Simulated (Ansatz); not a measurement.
**Cl3H3HfOSi: small, medium and large basis sets**

How large a basis does Cl3H3HfOSi need? Two functionals are run in growing sets.

Computed with Ansatz 0.2.0, Gaussian basis. Level: one geometry, several basis sets.

The runs, in order: PBE0-D4/def2-SVP; ωB97M-V/def2-SVP; PBE0-D4/def2-QZVPP; ωB97M-V/def2-QZVPP; the functionals' def2-TZVPP values are taken from earlier runs.

### Step 1. Structure used throughout

An earlier PBE0-D4 in a triple-zeta def2 set relaxation fixed the geometry. Hf takes the def2 core potential; no spin-orbit term is included.

SMILES `[SiH3][O][Hf]([Cl])([Cl])[Cl]`, 9 atoms, charge 0, spin multiplicity 1.

Atoms are counted from 1 here; the program's logs count them from 0.

Bond lengths: Si1–O2 1.651 Å, Si1–H7 1.483 Å, Si1–H8 1.483 Å, Si1–H9 1.483 Å, O2–Hf3 1.899 Å, Hf3–Cl4 2.335 Å, Hf3–Cl5 2.335 Å, Hf3–Cl6 2.335 Å. Angles: O2–Si1–H7 108.8°, O2–Si1–H8 108.8°, O2–Si1–H9 108.8°, H7–Si1–H8 110.1°, H7–Si1–H9 110.1°, H8–Si1–H9 110.1°, Si1–O2–Hf3 179.9°, O2–Hf3–Cl4 108.4°, O2–Hf3–Cl5 108.4°, O2–Hf3–Cl6 108.4°, Cl4–Hf3–Cl5 110.5°, Cl4–Hf3–Cl6 110.5°, Cl5–Hf3–Cl6 110.5°.

### Step 2. PBE0-D4 in def2-SVP

Input file in.yaml:

```yaml
crystal:
  periodic: [false, false, false]
  atoms:
    - {symbol: Si, position_ang: [-1.191686, -0.662898, -1.246859]}
    - {symbol: O, position_ang: [-0.127291, -0.068764, -0.133743]}
    - {symbol: Hf, position_ang: [1.097709, 0.611098, 1.148427]}
    - {symbol: Cl, position_ang: [2.169514, -1.192229, 2.172752]}
    - {symbol: Cl, position_ang: [2.647551, 1.963280, 0.044070]}
    - {symbol: Cl, position_ang: [-0.096151, 1.854414, 2.722870]}
    - {symbol: H, position_ang: [-2.571646, -0.470070, -0.739105]}
    - {symbol: H, position_ang: [-0.918342, -2.106780, -1.446344]}
    - {symbol: H, position_ang: [-1.009669, 0.071948, -2.522067]}
basis:
  gaussian: {orbitals: def2-SVP}
hamiltonian: {xc: pbe0, dispersion: d4}
output: {orbitals: {seedname: orbitals}}
```

Run with:

```console
> ansatz run in.yaml --threads 2 --pin off --events-out ev --progress --plain --max-ram 32768MiB --backend cpu
```

The runs that follow: ωB97M-V in def2-SVP; PBE0-D4 in def2-QZVPP; ωB97M-V in def2-QZVPP.

Q: Predict the results of all the runs planned. Wanted: PBE0-D4: double and triple zeta above quadruple; ωB97M-V: double and triple zeta above quadruple.

**Answer**, as computed:

```
                                       quantity           value
PBE0-D4: double and triple zeta above quadruple  20.13, 1.51 eV
ωB97M-V: double and triple zeta above quadruple  19.98, 1.42 eV
```

What this shows: PBE0-D4 gains 18.63 eV from double to triple zeta, then 1.51 eV more. Total energies overstate the basis error of differences, where much of it tends to cancel.
